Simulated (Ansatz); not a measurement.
# AlBGeH (quartet): wave-function methods side by side at distance Al1–H4 = 1.264 Å, cc-pVDZ

Aim: climb from Hartree-Fock through coupled cluster and multireference methods for AlBGeH (quartet) at one geometry and basis, and see what each rung misses.

Program: Ansatz 0.2.0, Gaussian basis. Level of theory: cc-pVDZ, core rule «outside noble gas», up to 20 orbitals frozen. These are calculated values, not measurements.

Plan: UHF; CCSD(T) on ROHF; CCSD(T) on UHF; BCCD(T) on ROHF; CISD; CCSDT(Q) on ROHF; CCSDT(Q) on UHF; CASSCF and MRCISD+Q, 5 electrons in 5 orbitals; CASSCF and NEVPT2, 5 electrons in 5 orbitals.

20 further runs of the same task are left out: 2 for a mislabelled method, 14 that didn't finish, 4 set aside as unsound or not needed.

**1. What is computed**

The geometry derives from a PBE0/def2-TZVP stationary point (not a proven minimum). One bond is set to the value named and the two fragments are kept rigid. No spin-orbit coupling is included. The filled d shell of Ge may be among the frozen orbitals whatever the setting's name suggests; the logs give the count.

4 atoms, charge 0, spin multiplicity 4.

Atoms are counted from 1 here; the program's logs count them from 0.

Bond lengths: Al1–Ge2 2.450 Å, Al1–B3 2.202 Å, Al1–H4 1.264 Å, Ge2–B3 2.069 Å. Angles: Ge2–Al1–B3 52.5°, Ge2–Al1–H4 171.3°, B3–Al1–H4 136.2°, Al1–Ge2–B3 57.6°, Al1–B3–Ge2 69.9°.

**2. UHF**

Contents of in.yaml:

```yaml
crystal:
  periodic: [false, false, false]
  atoms:
    - {symbol: Al, position_ang: [0.000000, 0.226904, 1.708766]}
    - {symbol: Ge, position_ang: [0.000000, 0.142250, -0.739570]}
    - {symbol: B, position_ang: [0.000000, -1.565094, 0.429463]}
    - {symbol: H, position_ang: [0.000000, 0.461318, 2.950840]}
basis:
  gaussian: {orbitals: cc-pVDZ}
magnetization: {spin_polarized: true, initial_magnetization: 3}
hamiltonian: {xc: hf}
output: {orbitals: {seedname: orbitals}}
```

Launch:

```sh
$ ansatz run in.yaml --threads 1 --pin off --events-out ev --progress --plain --max-ram 2393MiB
```

After this run come: CCSD(T) on ROHF; CCSD(T) on UHF; BCCD(T) on ROHF; CISD; CCSDT(Q) on ROHF; CCSDT(Q) on UHF; CASSCF and MRCISD+Q, 5 electrons in 5 orbitals; CASSCF and NEVPT2, 5 electrons in 5 orbitals.

**Question.** What will the summary of the whole plan be? Wanted: UCCSDT(Q) below the RHF energy; RMP2 from UCCSDT(Q); UMP2 from UCCSDT(Q); RCCSD from UCCSDT(Q); RCCSD(T) from UCCSDT(Q); UCCSD(T) from UCCSDT(Q); RCCSDT(Q) from UCCSDT(Q); MRCISD+Q pair from UCCSDT(Q); T1 diagnostic.

**Answer**, as computed:

| quantity | value |
| --- | --- |
| UCCSDT(Q) below the RHF energy | -6.3953 eV |
| RMP2 from UCCSDT(Q) | +31.37 kcal/mol |
| UMP2 from UCCSDT(Q) | +32.03 kcal/mol |
| RCCSD from UCCSDT(Q) | +9.06 kcal/mol |
| RCCSD(T) from UCCSDT(Q) | +1.90 kcal/mol |
| UCCSD(T) from UCCSDT(Q) | +1.86 kcal/mol |
| RCCSDT(Q) from UCCSDT(Q) | +0.10 kcal/mol |
| MRCISD+Q pair from UCCSDT(Q) | +4.85 kcal/mol |
| levels within 1 kcal/mol (43 meV) | RCCSDT, UCCSDT, RCCSDT(Q) |
| T1 diagnostic | 0.041 |

**Reading.** RCCSD(T) lands +1.90 kcal/mol from the yardstick (1.3 % of the correlation energy). These misses are within one basis, not against nature; the frozen cores of restricted and unrestricted runs differ, which can shift their rows.
